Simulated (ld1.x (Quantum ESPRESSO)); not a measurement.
**Pseudopotential generation for Zr: ultrasoft, PBE**

Aim: build the potential from the settings below, then test how well it stands in for the atom: other configurations, scattering, ghost states and the plane-wave cutoff that it needs.

The numbers are computed with ld1.x (Quantum ESPRESSO) 7.5 (PBE, scalar-relativistic, spin-unpolarised reference atom).

**1. Starting point**

The settings as typed:

| Property | Result |
| --- | --- |
| element | zirconium (Zr, Z = 40) |
| type | ultrasoft |
| frozen core | [Kr] |
| valence charge | 4 |
| reference configuration | 4d2 5s2 5p0 |
| partial waves | 5s (bound): rcut 2.85, rcutus 3.20 bohr; 5s channel at 1.5 Ry: rcut 2.85, rcutus 3.20 bohr; 5p (bound, empty): rcut 4.25, rcutus 4.50 bohr; 5p channel at 2.25 Ry: rcut 4.25, rcutus 4.50 bohr; 4d (bound): rcut 2.20, rcutus 2.35 bohr; 4d channel at 2.7 Ry: rcut 2.20, rcutus 2.35 bohr; 4f channel at -0.05 Ry: rcut 4.15, rcutus 4.50 bohr |
| local potential | all-electron potential smoothed inside 4.30 bohr (lloc = -1) |
| core correction | Bessel-smoothed model core inside 1.30 bohr |
| augmentation charge | PSQ, inside the norm-conserving radii |

**2. The generation run**

Contents of Zr.in:

```
 &input
   title='Zr', zed=40., rel=1, dft='PBE', iswitch=3,
   config='[Kr] 4d2 4f-2 5s2 5p0',
   nld=4, rlderiv=4.90, eminld=-2.0, emaxld=5.0, deld=0.02
 /
 &inputp
   pseudotype=3, tm=.true., lloc=-1, rcloc=4.30,
   nlcc=.true., new_core_ps=.true., rcore=1.30,
   which_augfun='PSQ', rmatch_augfun_nc=.true.,
   file_pseudopw='Zr.UPF', file_wfcaegen='ae.wfc', file_wfcncgen='nc.wfc', file_beta='beta', file_chi='chi', file_wfcusgen='us.wfc'
 /
7
5S  1  0   2.00   0.00  2.85  3.20  0.0
5S  1  0   0.00   1.50  2.85  3.20  0.0
5P  2  1   0.00   0.00  4.25  4.50  0.0
5P  2  1   0.00   2.25  4.25  4.50  0.0
4D  3  2   2.00   0.00  2.20  2.35  0.0
4D  3  2   0.00   2.70  2.20  2.35  0.0
4F  4  3  -2.00  -0.05  4.15  4.50  0.0
 &test
   configts(1)='4d2 5s2 5p0'
 /
```

Run with:

```
$ ld1.x < Zr.in > Zr.out
```

The output, Zr.out (without the banner and most projector matrices):

```text
     Program LD1 v.7.5

     !!!!!!!!!!!!!!!!!!! WARNING !!!!!!!!!!!!!!!!!!!!!!!
     Message from routine ld1_readin:
     US requires at least two energies per channel 4F
     !!!!!!!!!!!!!!!!!!!!!!!!!!!!!!!!!!!!!!!!!!!!!!!!!!!
     --------------------------- All-electron run ----------------------------

     Zr
     scalar relativistic calculation

     atomic number is 40.00
     dft =PBE   lsd =0 sic =0 latt =0  beta=0.20 tr2=1.0E-14
     Exchange-correlation= PBE
                           (   1   4   3   4   0   0   0)
     mesh =1225 r(mesh) = 100.59681 a.u. xmin = -7.00 dx = 0.01250
     1 Ry =  13.60569312 eV, c = 137.03599908

     n l     nl                  e(Ry)          e(Ha)          e(eV)
     1 0     1S 1( 2.00)     -1310.1237      -655.0619    -17825.1411
     2 0     2S 1( 2.00)      -181.5303       -90.7651     -2469.8452
     2 1     2P 1( 6.00)      -161.8775       -80.9388     -2202.4559
     3 0     3S 1( 2.00)       -29.7501       -14.8750      -404.7707
     3 1     3P 1( 6.00)       -23.3474       -11.6737      -317.6579
     4 0     4S 1( 2.00)        -4.0060        -2.0030       -54.5045
     4 1     4P 1( 6.00)        -2.3859        -1.1929       -32.4614
     3 2     3D 1(10.00)       -12.8408        -6.4204      -174.7080
     4 2     4D 1( 2.00)        -0.2645        -0.1323        -3.5989
     5 0     5S 1( 2.00)        -0.3263        -0.1631        -4.4392
     5 1     5P 1( 0.00)        -0.1080        -0.0540        -1.4693

     final scf error:  3.8E-15 reached in  25 iterations

     Etot =   -7197.066779 Ry,   -3598.533389 Ha,  -97921.081979 eV

     Ekin =    7400.180090 Ry,    3700.090045 Ha,  100684.579354 eV
     Encl =  -17329.433663 Ry,   -8664.716831 Ha, -235778.956413 eV
     Eh   =    2959.970718 Ry,    1479.985359 Ha,   40272.453242 eV
     Exc  =    -227.783923 Ry,    -113.891962 Ha,   -3099.158161 eV

     normalization and overlap integrals

     s(1S/1S) =  1.000000  <r> =   0.0371  <r2> =    0.0019  r(max) =   0.0241
     s(2S/2S) =  1.000000  <r> =   0.1626  <r2> =    0.0312  r(max) =   0.1368
     s(2P/2P) =  1.000000  <r> =   0.1417  <r2> =    0.0245  r(max) =   0.1093
     s(3S/3S) =  1.000000  <r> =   0.4585  <r2> =    0.2410  r(max) =   0.4060
     s(3P/3P) =  1.000000  <r> =   0.4621  <r2> =    0.2489  r(max) =   0.4010
     s(4S/4S) =  1.000000  <r> =   1.2129  <r2> =    1.6687  r(max) =   1.0764
     s(4P/4P) =  1.000000  <r> =   1.3687  <r2> =    2.1516  r(max) =   1.1748
     s(3D/3D) =  1.000000  <r> =   0.4525  <r2> =    0.2477  r(max) =   0.3495
     s(4D/4D) =  1.000000  <r> =   2.2977  <r2> =    6.6283  r(max) =   1.5859
     s(5S/5S) =  1.000000  <r> =   3.7281  <r2> =   15.8828  r(max) =   3.1538
     s(5P/5P) =  1.000000  <r> =   5.1644  <r2> =   31.0604  r(max) =   4.1521

     ------------------------ End of All-electron run ------------------------

     --------------------- Generating US pseudopotential ---------------------

      Generating local potential from pseudized AE potential:
      Matching radius rcloc =   4.3000

      Local pseudo, rcloc= 4.311 Estimated cut-off energy=     3.46 Ry

      Computing core charge for nlcc:

       r > 1.31 : true rho core
      Core charge pseudized with two Bessel functions
      Integrated core pseudo-charge :  11.30
      Wfc-us  5S rcutus= 3.194  Estimated cut-off energy=     4.38 Ry
      Wfc-us  5S rcutus= 3.194  Estimated cut-off energy=     8.31 Ry
      Wfc-us  5P rcutus= 4.532  Estimated cut-off energy=     3.71 Ry
      Wfc-us  5P rcutus= 4.532  Estimated cut-off energy=     4.53 Ry
      Wfc-us  4D rcutus= 2.366  Estimated cut-off energy=    20.45 Ry
      Wfc-us  4D rcutus= 2.366  Estimated cut-off energy=    38.82 Ry
      Wfc-us  4F rcutus= 4.532  Estimated cut-off energy=     6.76 Ry

      Problem with multipole  3  1:  7  3 l3=  4      0.0000144
      Problem with multipole  4  1:  7  3 l3=  4     -0.0000110
      Problem with multipole  7  3:  7  3 l3=  4     -0.0000118
      Problem with multipole  7  3:  7  3 l3=  6     -0.0001971

     Q pseudized with Bessel functions
     Expected ecutrho=      97.3790 due to l1=  2   l2=  3

     ------------------- End of pseudopotential generation -------------------

     [... the all-electron block is printed once more ...]


     Computing logarithmic derivative in   4.91548
     Computing logarithmic derivative in   4.91548
     Computing the partial wave expansion
     R is outside the sphere for l=    0 j= 0.00
     R is outside the sphere for l=    0 j= 0.00
     R is outside the sphere for l=    1 j= 0.00
     R is outside the sphere for l=    1 j= 0.00
     R is outside the sphere for l=    2 j= 0.00
     R is outside the sphere for l=    2 j= 0.00
     R is outside the sphere for l=    3 j= 0.00

     ---------------------- Testing the pseudopotential ----------------------

     Zr
     scalar relativistic calculation

     atomic number is 40.00   valence charge is  4.00
     dft =PBE   lsd =0 sic =0 latt =0  beta=0.20 tr2=1.0E-14
     mesh =1225 r(mesh) = 100.59681 xmin = -7.00 dx = 0.01250

     n l     nl             e AE (Ry)        e PS (Ry)    De AE-PS (Ry)
     3 2     4D   1( 2.00)       -0.26451       -0.26451        0.00000
     1 0     5S   1( 2.00)       -0.32628       -0.32628        0.00000
     2 1     5P   1( 0.00)       -0.10799       -0.10799        0.00000

     eps = 6.9E-17  iter =  3

     Etot =   -7197.066779 Ry,   -3598.533389 Ha,  -97921.081979 eV
     Etotps =   -21.136013 Ry,     -10.568007 Ha,    -287.570113 eV

     Ekin =       4.304083 Ry,       2.152041 Ha,      58.560026 eV
     Encl =      -4.773088 Ry,      -2.386544 Ha,     -64.941172 eV
     Ehrt =       4.865372 Ry,       2.432686 Ha,      66.196757 eV
     Ecxc =     -18.095646 Ry,      -9.047823 Ha,    -246.203808 eV
     (Ecc =     -15.347959 Ry,      -7.673980 Ha,    -208.819624 eV)
     Epseu=      -7.436734 Ry,      -3.718367 Ha,    -101.181916 eV

     ---------------------- End of pseudopotential test ----------------------
```

It took 2.6 s on 1 thread of Intel Xeon 6975P-C, shared host. This counts the later configuration tests of the new file too.

All-electron and pseudo partial waves u(r) = r·R(r), from the program's wave files:

| r (bohr) | 4d AE | 4d PS |
| --- | --- | --- |
| 0.225 | -0.2786 | 0.0066 |
| 0.450 | -0.1809 | 0.0490 |
| 0.675 | 0.1336 | 0.1450 |
| 0.900 | 0.4021 | 0.2856 |
| 1.125 | 0.5732 | 0.4397 |
| 1.350 | 0.6582 | 0.5687 |
| 1.575 | 0.6831 | 0.6452 |
| 1.800 | 0.6713 | 0.6638 |
| 2.025 | 0.6393 | 0.6400 |
| 2.250 | 0.5977 | 0.5978 |
| 2.475 | 0.5525 | 0.5525 |
| 2.700 | 0.5071 | 0.5071 |
| 2.925 | 0.4633 | 0.4633 |
| 3.150 | 0.4217 | 0.4217 |
| 3.375 | 0.3827 | 0.3827 |
| 3.600 | 0.3462 | 0.3462 |
| 3.825 | 0.3124 | 0.3124 |
| 4.050 | 0.2812 | 0.2812 |
| 4.275 | 0.2527 | 0.2527 |
| 4.500 | 0.2265 | 0.2265 |
| 4.725 | 0.2028 | 0.2028 |
| 4.950 | 0.1813 | 0.1813 |
| 5.175 | 0.1620 | 0.1620 |
| 5.400 | 0.1446 | 0.1446 |
| 5.625 | 0.1290 | 0.1290 |
| 5.850 | 0.1151 | 0.1151 |

**3. Configuration tests**

Contents of Zr.test.in:

```
 &input
   title='Zr', zed=40., rel=1, dft='PBE', iswitch=2,
   config='[Kr] 4d2 4f-2 5s2 5p0'
 /
 &test
   file_pseudo='Zr.UPF', nconf=8,
   configts(1)='4d2 5s2 5p0',
   configts(2)='4d2 5s1 5p0',
   configts(3)='4d2 5s0 5p0',
   configts(4)='4d1 5s0 5p0',
   configts(5)='4d2 5s1 5p1',
   configts(6)='4d1 5s2 5p0',
   configts(7)='4d2 5s0 5p1',
   configts(8)='4d3 5s1 5p0'
 /
```

Run with:

```
$ ld1.x < Zr.test.in > Zr.test.out
```

Zr.test.out, the pseudopotential blocks, each with the warnings that came before it:

```text
     ---------------------- Testing the pseudopotential ----------------------

     Zr
     scalar relativistic calculation

     atomic number is 40.00   valence charge is  4.00
     dft =PBE   lsd =0 sic =0 latt =0  beta=0.20 tr2=1.0E-14
     mesh =1225 r(mesh) = 100.59681 xmin = -7.00 dx = 0.01250

     n l     nl             e AE (Ry)        e PS (Ry)    De AE-PS (Ry)
     3 2     4D   1( 2.00)       -0.26451       -0.26451        0.00000
     1 0     5S   1( 2.00)       -0.32628       -0.32628        0.00000
     2 1     5P   1( 0.00)       -0.10799       -0.10799        0.00000

     eps = 6.9E-17  iter =  3

     Etot =   -7197.066779 Ry,   -3598.533389 Ha,  -97921.081979 eV
     Etotps =   -21.136013 Ry,     -10.568007 Ha,    -287.570113 eV

     Ekin =       4.304083 Ry,       2.152041 Ha,      58.560026 eV
     Encl =      -4.773088 Ry,      -2.386544 Ha,     -64.941172 eV
     Ehrt =       4.865372 Ry,       2.432686 Ha,      66.196757 eV
     Ecxc =     -18.095646 Ry,      -9.047823 Ha,    -246.203808 eV
     (Ecc =     -15.347959 Ry,      -7.673980 Ha,    -208.819624 eV)
     Epseu=      -7.436734 Ry,      -3.718367 Ha,    -101.181916 eV

     ---------------------- End of pseudopotential test ----------------------

     ---------------------- Testing the pseudopotential ----------------------

     Zr
     [...]
     n l     nl             e AE (Ry)        e PS (Ry)    De AE-PS (Ry)
     3 2     4D   1( 2.00)       -0.73368       -0.73435        0.00068
     1 0     5S   1( 1.00)       -0.73090       -0.73199        0.00110
     2 1     5P   1( 0.00)       -0.46021       -0.46196        0.00175

     eps = 2.3E-15  iter =  7

     Etot =   -7196.542213 Ry,   -3598.271106 Ha,  -97913.944892 eV
     Etotps =   -20.610950 Ry,     -10.305475 Ha,    -280.426260 eV
     dEtot_ae =       0.524566 Ry
     dEtot_ps =       0.525064 Ry,   Delta E=      -0.000497 Ry

     [...]
     ---------------------- End of pseudopotential test ----------------------

     ---------------------- Testing the pseudopotential ----------------------

     Zr
     [...]
     n l     nl             e AE (Ry)        e PS (Ry)    De AE-PS (Ry)
     3 2     4D   1( 2.00)       -1.27152       -1.27573        0.00422
     1 0     5S   1( 0.00)       -1.17881       -1.18311        0.00431
     2 1     5P   1( 0.00)       -0.85757       -0.86367        0.00610  !

     eps = 2.1E-16  iter =  7

     Etot =   -7195.591120 Ry,   -3597.795560 Ha,  -97901.004619 eV
     Etotps =   -19.657239 Ry,      -9.828619 Ha,    -267.450356 eV
     dEtot_ae =       1.475659 Ry
     dEtot_ps =       1.478775 Ry,   Delta E=      -0.003116 Ry

     [...]
     ---------------------- End of pseudopotential test ----------------------

     Warning: n=3, l=2 expected 0 nodes, found 1
     ---------------------- Testing the pseudopotential ----------------------

     Zr
     [...]
     n l     nl             e AE (Ry)        e PS (Ry)    De AE-PS (Ry)
     3 2     4D   1( 1.00)       -2.07285       -2.12945        0.05659  !
     1 0     5S   1( 0.00)       -1.78561       -1.80403        0.01841  !
     2 1     5P   1( 0.00)       -1.39421       -1.40262        0.00841  !

     eps = 7.3E-15  iter = 10

     Etot =   -7193.928092 Ry,   -3596.964046 Ha,  -97878.377969 eV
     Etotps =   -17.968118 Ry,      -8.984059 Ha,    -244.468698 eV
     dEtot_ae =       3.138687 Ry
     dEtot_ps =       3.167896 Ry,   Delta E=      -0.029209 Ry

     [...]
     ---------------------- End of pseudopotential test ----------------------

     ---------------------- Testing the pseudopotential ----------------------

     Zr
     [...]
     n l     nl             e AE (Ry)        e PS (Ry)    De AE-PS (Ry)
     3 2     4D   1( 2.00)       -0.34196       -0.34277        0.00081
     1 0     5S   1( 1.00)       -0.37902       -0.37862       -0.00040
     2 1     5P   1( 1.00)       -0.15029       -0.15048        0.00019

     eps = 5.6E-15  iter =  9

     Etot =   -7196.843245 Ry,   -3598.421623 Ha,  -97918.040652 eV
     Etotps =   -20.912733 Ry,     -10.456367 Ha,    -284.532234 eV
     dEtot_ae =       0.223533 Ry
     dEtot_ps =       0.223280 Ry,   Delta E=       0.000253 Ry

     [...]
     ---------------------- End of pseudopotential test ----------------------

     ---------------------- Testing the pseudopotential ----------------------

     Zr
     [...]
     n l     nl             e AE (Ry)        e PS (Ry)    De AE-PS (Ry)
     3 2     4D   1( 1.00)       -0.88850       -0.91405        0.02556  !
     1 0     5S   1( 2.00)       -0.81192       -0.81572        0.00380
     2 1     5P   1( 0.00)       -0.51719       -0.51723        0.00004

     eps = 9.4E-15  iter = 11

     Etot =   -7196.503510 Ry,   -3598.251755 Ha,  -97913.418318 eV
     Etotps =   -20.562847 Ry,     -10.281423 Ha,    -279.771784 eV
     dEtot_ae =       0.563269 Ry
     dEtot_ps =       0.573167 Ry,   Delta E=      -0.009898 Ry

     [...]
     ---------------------- End of pseudopotential test ----------------------

     ---------------------- Testing the pseudopotential ----------------------

     Zr
     [...]
     n l     nl             e AE (Ry)        e PS (Ry)    De AE-PS (Ry)
     3 2     4D   1( 2.00)       -0.80483       -0.80761        0.00278
     1 0     5S   1( 0.00)       -0.77878       -0.77918        0.00040
     2 1     5P   1( 1.00)       -0.50340       -0.50491        0.00151

     eps = 1.7E-15  iter =  9

     Etot =   -7196.269130 Ry,   -3598.134565 Ha,  -97910.229412 eV
     Etotps =   -20.338719 Ry,     -10.169359 Ha,    -276.722367 eV
     dEtot_ae =       0.797649 Ry
     dEtot_ps =       0.797295 Ry,   Delta E=       0.000354 Ry

     [...]
     ---------------------- End of pseudopotential test ----------------------

     BEWARE! Errors in PS-KS equations
     Warning: n=1, l=0 expected 0 nodes, found 1
     Warning: n=2, l=1 expected 0 nodes, found 2
     ---------------------- Testing the pseudopotential ----------------------

     Zr
     [...]
     n l     nl             e AE (Ry)        e PS (Ry)    De AE-PS (Ry)
     3 2     4D   1( 3.00)       -0.17151       -0.17151        0.00000
     1 0     5S   1( 1.00)       -0.28240       -0.20234       -0.08006  !
     2 1     5P   1( 0.00)       -0.08636       -0.08636        0.00000

     eps = 1.3E-23  iter =  4

     Etot =   -7196.978959 Ry,   -3598.489480 Ha,  -97919.887130 eV
     Etotps =   -16.064823 Ry,      -8.032412 Ha,    -218.573053 eV
     dEtot_ae =       0.087820 Ry
     dEtot_ps =       5.071190 Ry,   Delta E=      -4.983371 Ry

     [...]
     ---------------------- End of pseudopotential test ----------------------
```

1 test gave no usable energy difference (4d3 5s1 5p0).

The tests as a table, with energies relative to 4d2 5s2 5p0. A star marks tests that logged a warning.

| valence configuration | charge | ΔE all-electron (eV) | error AE − PS (meV) |
| --- | --- | --- | --- |
| 4d2 5s1 5p0 | +1 | 7.137 | -6.8 |
| 4d2 5s0 5p0 | +2 | 20.077 | -42 |
| 4d1 5s0 5p0 * | +3 | 42.704 | -397 |
| 4d2 5s1 5p1 | 0 | 3.041 | +3.4 |
| 4d1 5s2 5p0 | +1 | 7.664 | -135 |
| 4d2 5s0 5p1 | +1 | 10.853 | +4.8 |

**4. Scattering by logarithmic derivatives**

Taken from the files of the generation run. The phase is arctan(r·u′/u) with u = r·R, unwrapped, with energies in Ry. A pole is an energy at which the radial function vanishes at the test radius. The pseudo phase is shifted by a multiple of π to meet the all-electron one at the reference energy. Levels narrower than the energy grid can be missing from the poles. Left out: p, where the overlap operator is not positive , so their phases aren't trusted. The last column is the largest difference on the grid between −1 and +1 Ry.

| channel | radius (bohr) | reference (Ry) | poles AE | poles PS | window around the reference with phases within 0.05 rad (Ry) | largest difference near zero (rad) |
| --- | --- | --- | --- | --- | --- | --- |
| s | 4.92 | -0.33 | -0.10, 2.00 | -0.10, 2.00 | below 3.4 | 0.001 |
| d | 4.92 | -0.26 | -0.22, 1.23, 3.67 | -0.22, 1.26, 3.72 | below 0.3 | 0.156 |
| f | 4.92 | -0.05 | 1.12, 2.71 | 1.25, 4.20 | below 0.5 | 0.067 |

Phases (rad) along the scan:

| E (Ry) | d AE | d PS | s AE | s PS |
| --- | --- | --- | --- | --- |
| -2.00 | 1.426 | 1.426 | 1.413 | 1.413 |
| -1.52 | 1.404 | 1.404 | 1.382 | 1.382 |
| -1.04 | 1.367 | 1.367 | 1.318 | 1.318 |
| -0.56 | 1.271 | 1.272 | 0.972 | 0.972 |
| -0.08 | -1.824 | -1.819 | -1.588 | -1.588 |
| 0.40 | -3.003 | -2.847 | -1.865 | -1.865 |
| 0.88 | -4.569 | -4.546 | -3.575 | -3.574 |
| 1.36 | -4.750 | -4.739 | -4.551 | -4.551 |
| 1.84 | -4.905 | -4.893 | -4.685 | -4.685 |
| 2.32 | -6.216 | -6.163 | -4.760 | -4.759 |
| 2.80 | -7.674 | -7.673 | -4.849 | -4.848 |
| 3.28 | -7.803 | -7.800 | -5.162 | -5.150 |
| 3.76 | -7.864 | -7.858 | -7.462 | -7.452 |
| 4.24 | -7.919 | -7.904 | -7.736 | -7.737 |
| 4.72 | -8.017 | -7.966 | -7.808 | -7.812 |

**5. Cutoff and ghost test in a Bessel basis**

This step uses the generator's waves and projectors in a separate script. Basis: spherical Bessel functions vanishing at 20 bohr, q² up to the cutoff; potential fixed at the reference.

No cutoffs are read. The overlap operator is not positive in p (lowest eigenvalue -0.023), so the test is not defined there. The ghost test is not conclusive.

**6. Summary of results**

| quantity | value |
| --- | --- |
| cutoffs | not determined |
| bound ghosts | not determined |
| largest test error (AE − PS) | -397 meV, for 4d1 5s0 5p0 (one of 2 tests with a warning) (1 test unsolved) |
| largest phase difference near zero energy, channels read | 0.156 rad |
| lowest eigenvalue of the overlap (Bessel basis) | -0.023 (p) |
| density cutoff estimated by the generator | 97 Ry |

The overlap operator is not positive definite in p, so a plane-wave run would break down once the basis is large enough. The worst unpolarised test, 4d1 5s0 5p0, is off by 397 meV on 42.7 eV; by total energies transferability rates as poor. Of the tests 1 gave no usable energy difference, which is a warning in itself. No cutoffs are read. Ghosts could not be judged. Of the channels read, d scatters worst near zero energy, by up to 0.16 rad. These are tests on the free atom; a crystal test is still owed.
